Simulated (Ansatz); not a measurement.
# SnSiH6 (SMILES [SiH3][SnH3]) at HF/3-21G

What is the vertical electron affinity of SnSiH6 at HF/3-21G? 

The results are computed with Ansatz 0.2.0.

45 further runs of the same task are left out: 45 set aside as unsound or not needed.

**1. The system as given**

SnSiH6: 8 atoms, total charge 0, spin state singlet. As SMILES, `[SiH3][SnH3]`. The shape is that of a PBE0-D4/def2-TZVP optimisation.

Bond lengths: Si1–Sn2 2.560 Å, Si1–H3 1.487 Å, Si1–H4 1.487 Å, Si1–H5 1.487 Å, Sn2–H6 1.708 Å, Sn2–H7 1.708 Å, Sn2–H8 1.708 Å. Some angles: Si1–Sn2–H6 110.7°, Si1–Sn2–H7 110.8°, Si1–Sn2–H8 110.8°, Sn2–Si1–H3 110.2°, Sn2–Si1–H4 110.2°, Sn2–Si1–H5 110.2°, H6–Sn2–H7 108.2°, H6–Sn2–H8 108.2°, H7–Sn2–H8 108.2°, H3–Si1–H4 108.8°.

**2. The energy at HF/3-21G**

run.yaml reads:

```yaml
crystal:
  periodic: [false, false, false]
  atoms:
    - {symbol: Si, position_ang: [-0.621900, 0.121300, -1.152100]}
    - {symbol: Sn, position_ang: [0.611700, -0.129400, 1.077500]}
    - {symbol: H, position_ang: [-2.070400, 0.355200, -0.912500]}
    - {symbol: H, position_ang: [-0.465000, -1.112000, -1.967300]}
    - {symbol: H, position_ang: [-0.071600, 1.272400, -1.915300]}
    - {symbol: H, position_ang: [0.450400, 1.285900, 2.019300]}
    - {symbol: H, position_ang: [2.276200, -0.410700, 0.820500]}
    - {symbol: H, position_ang: [-0.017200, -1.439600, 1.974000]}
basis:
  gaussian: {orbitals: 3-21G-spherical.json}
output: {orbitals: {seedname: orbitals}}
accuracy: high
hamiltonian: {xc: hf}
```

The basis set 3-21G is read from a file made from the Basis Set Exchange's data (not shown).

Started as:

```console
ansatz run run.yaml --threads 1 --pin off --max-ram 3480MiB --events-out events.jsonl --progress --plain --runs-dir runs
```

What it wrote:

```text
Warning: RAYON_NUM_THREADS=1 ignored (pool sized by the plan → 1); use --threads N
Functional definition: HF
  name "HF"
  exchange = exact_x
  correlation = 0
1188 factors; integrals over basis functions are off by at most 4.8e-9 eV
mean field evaluation 1: about -171080.4904 eV, gradient 9.2e0 eV
mean field evaluation 2: about -171080.5204 eV, gradient 9.1e0 eV
mean field evaluation 4: about -171080.9960 eV, gradient 2.8e-1 eV
mean field evaluation 8: about -171080.9970 eV, gradient 5.2e-4 eV
mean field -171080.99697220 eV, -6287.1106758636 hartree, gradient 8.3e-9 eV, S^2 0.000000; 0 other end points of the search recorded, 0 dependent functions left out
reference -171080.99697220 eV, -6287.1106758636 hartree; 35, 35 occupied and 21, 21 virtual orbitals, 1188 factors
Total energy: -171080.99697220 eV, -6287.1106758636 hartree
```

Wall time 1.9 s (1 thread of Intel Xeon Platinum 8259CL at 2.50GHz (Skylake/Cascade Lake), shared host); peak memory 0.16 GiB.

**3. The doublet anion at the same level**

input.yaml reads:

```yaml
crystal:
  periodic: [false, false, false]
  atoms:
    - symbol: Si
      position_ang: [-0.621900, 0.121300, -1.152100]
    - symbol: Sn
      position_ang: [0.611700, -0.129400, 1.077500]
    - symbol: H
      position_ang: [-2.070400, 0.355200, -0.912500]
    - symbol: H
      position_ang: [-0.465000, -1.112000, -1.967300]
    - symbol: H
      position_ang: [-0.071600, 1.272400, -1.915300]
    - symbol: H
      position_ang: [0.450400, 1.285900, 2.019300]
    - symbol: H
      position_ang: [2.276200, -0.410700, 0.820500]
    - symbol: H
      position_ang: [-0.017200, -1.439600, 1.974000]
basis:
  gaussian: {orbitals: 3-21G-spherical.json}
total_charge: -1
magnetization: {spin_polarized: true, initial_magnetization: 1}
hamiltonian: {xc: hf}
accuracy: high
output: {orbitals: {seedname: orbitals}}
```

The basis set 3-21G is read from a file made from the Basis Set Exchange's data (not shown).

Started as:

```console
ansatz run input.yaml --threads 1 --pin off --max-ram 3480MiB --events-out events.jsonl --progress --plain --runs-dir runs
```

What it wrote:

```text
Warning: RAYON_NUM_THREADS=1 ignored (pool sized by the plan → 1); use --threads N
[... 4 set-up lines as earlier in the session ...]
1190 factors; integrals over basis functions are off by at most 4.7e-9 eV
mean field evaluation 1: about -171077.2339 eV, gradient 8.2e0 eV
mean field evaluation 2: about -171077.2843 eV, gradient 8.2e0 eV
mean field evaluation 4: about -171078.0728 eV, gradient 7.9e-1 eV
mean field evaluation 8: about -171078.0905 eV, gradient 1.1e-4 eV
mean field evaluation 16: about -171077.8351 eV, gradient 2.1e0 eV
mean field evaluation 32: about -171077.8950 eV, gradient 9.0e-1 eV
mean field evaluation 64: about -171077.2340 eV, gradient 8.2e0 eV
mean field -171078.09054079 eV, -6287.0038664792 hartree, gradient 2.6e-8 eV, S^2 0.767379; 2 other end points of the search recorded, 0 dependent functions left out
reference -171078.09054079 eV, -6287.0038664792 hartree; 36, 35 occupied and 20, 21 virtual orbitals, 1190 factors
Total energy: -171078.09054079 eV, -6287.0038664792 hartree
```

It took 5.1 s on 1 thread of Intel Xeon Platinum 8259CL at 2.50GHz (Skylake/Cascade Lake), shared host; peak memory 0.22 GiB.

**4. Outcome**

At HF/3-21G:

```
                                         quantity           value
                     singlet SnSiH6: total energy  -6287.11068 Eh
                      singlet SnSiH6: HOMO energy       -10.44 eV
                      singlet SnSiH6: LUMO energy         3.22 eV
                    singlet SnSiH6: HOMO–LUMO gap        13.66 eV
                      doublet anion: total energy  -6287.00387 Eh
doublet anion: HOMO energy (highest over α and β)         2.58 eV
 doublet anion: LUMO energy (lowest over α and β)         8.33 eV
                              doublet anion: ⟨S²⟩           0.767
vertical electron affinity (to the doublet anion)       -2.906 eV
```

**Reading.** The anion lies 2.91 eV (67 kcal/mol) above the neutral: the electron isn't bound at this level, and such a value depends on the basis. Without diffuse functions anions come out too high. Hartree–Fock misses the correlation that binds many anions. Relativity is left out (singlet SnSiH6) although the molecule holds a heavy atom. The HOMO (doublet anion) lies at positive energy, 2.58 eV: the electron is unbound at this level or held by a compact basis; values depend on the basis. Relativity is left out (doublet anion) although the molecule holds a heavy atom.
